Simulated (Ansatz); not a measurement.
# MgC18: the cost of one run

Program: Ansatz 0.2.0. Level of theory: DFT PBE, plane waves, PAW, scalar-relativistic, no spin polarisation. These are calculated values, not measurements.

### 1 The system as given

The cell holds 19 atoms (C18Mg): a = 7.398 Å, b = 7.398 Å, c = 11.000 Å, α = 90.00°, β = 90.00°, γ = 120.00°.

The coordinates stand in the first input below.

### 2 Relaxing end A

Contents of input.yaml:

```yaml
crystal:
  lattice:
    - [7.398, 0.0, 0.0]
    - [-3.699, 6.406856, 0.0]
    - [0.0, 0.0, 11.0]
  atoms:
    - { symbol: C, position: [0.0, 0.0, 0.0909091] }
    - { symbol: C, position: [0.2222222, 0.1111111, 0.0909091] }
    - { symbol: C, position: [0.0, 0.3333333, 0.0909091] }
    - { symbol: C, position: [0.2222222, 0.4444444, 0.0909091] }
    - { symbol: C, position: [0.0, 0.6666667, 0.0909091] }
    - { symbol: C, position: [0.2222222, 0.7777778, 0.0909091] }
    - { symbol: C, position: [0.3333333, 0.0, 0.0909091] }
    - { symbol: C, position: [0.5555556, 0.1111111, 0.0909091] }
    - { symbol: C, position: [0.3333333, 0.3333333, 0.0909091] }
    - { symbol: C, position: [0.5555556, 0.4444444, 0.0909091] }
    - { symbol: C, position: [0.3333333, 0.6666667, 0.0909091] }
    - { symbol: C, position: [0.5555556, 0.7777778, 0.0909091] }
    - { symbol: C, position: [0.6666667, 0.0, 0.0909091] }
    - { symbol: C, position: [0.8888889, 0.1111111, 0.0909091] }
    - { symbol: C, position: [0.6666667, 0.3333333, 0.0909091] }
    - { symbol: C, position: [0.8888889, 0.4444444, 0.0909091] }
    - { symbol: C, position: [0.6666667, 0.6666667, 0.0909091] }
    - { symbol: C, position: [0.8888889, 0.7777778, 0.0909091] }
    - { symbol: Mg, position: [0.5022254, 0.3660873, 0.2863636] }
basis:
  ecutwfc: 420.0
kpoints:
  mp_grid: { grid: [2, 2, 1] }
hamiltonian:
  xc: pbe
scf:
  occupations: { method: gaussian, width: 0.05 }
  lower_state_search: "off"
relax:
  f_tol: 0.03
  max_steps: 60
  adjacent_minimum: "off"
output:
  write_density: true
  write_potential: true
  elf: true
  volumetric_format: npy
```

Command:

```bash
$ ansatz run input.yaml --threads 1 --pin off --max-ram 3072MiB --backend cpu --events-out ev --progress --plain --runs-dir out
```

**Question.** How long does this run take on 1 thread of Arm Neoverse V2, shared host, and how much memory does it need?

About 80 s, with a peak of 0.61 GiB.
